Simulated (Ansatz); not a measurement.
# F3Ni: the cost of one run

Method: DFT unrestricted wB97X-V, scalar-relativistic (X2C), Gaussian basis x2c-TZVPPall, and further levels as typed in the inputs, in Ansatz 0.2.0.

1 further run of the same task is left out (it didn't finish).

**1. Starting point**

Bond lengths: Ni1–F2 1.737 Å, Ni1–F3 1.745 Å, Ni1–F4 1.742 Å. Angles: F2–Ni1–F3 120.3°, F2–Ni1–F4 119.8°, F3–Ni1–F4 119.9°.

As a file:

```xyz
4

Ni    0.0067    0.0003   -0.0078
F     0.0095    1.7370   -0.0105
F    -1.5019   -0.8764   -0.0132
F     1.5159   -0.8685    0.0067
```

**2. Relaxing the atoms: F3Ni**

The input, input.yaml:

```yaml
relax:
  f_tol: 0.001
  max_steps: 200
crystal:
  periodic: [false, false, false]
  atoms:
    - { symbol: Ni, position_ang: [0.00667, 0.000258, -0.007776] }
    - { symbol: F, position_ang: [0.009486, 1.737017, -0.010511] }
    - { symbol: F, position_ang: [-1.501899, -0.876375, -0.013221] }
    - { symbol: F, position_ang: [1.515947, -0.868475, 0.006701] }
magnetization:
  spin_polarized: true
  initial_magnetization: 1
basis:
  gaussian: { orbitals: x2c-TZVPPall }
hamiltonian:
  xc: { name: wB97X-V }
```

Launch:

```console
> ansatz run input.yaml --threads 4 --pin off --max-ram 8192MiB --backend cpu --events-out ev --progress --plain --runs-dir out
```

Q: Estimate wall time and peak memory on 4 threads of Intel Xeon Platinum 8175M at 2.50GHz (Skylake/Cascade Lake), shared host.

About 9.6 min, with a peak of 0.87 GiB.
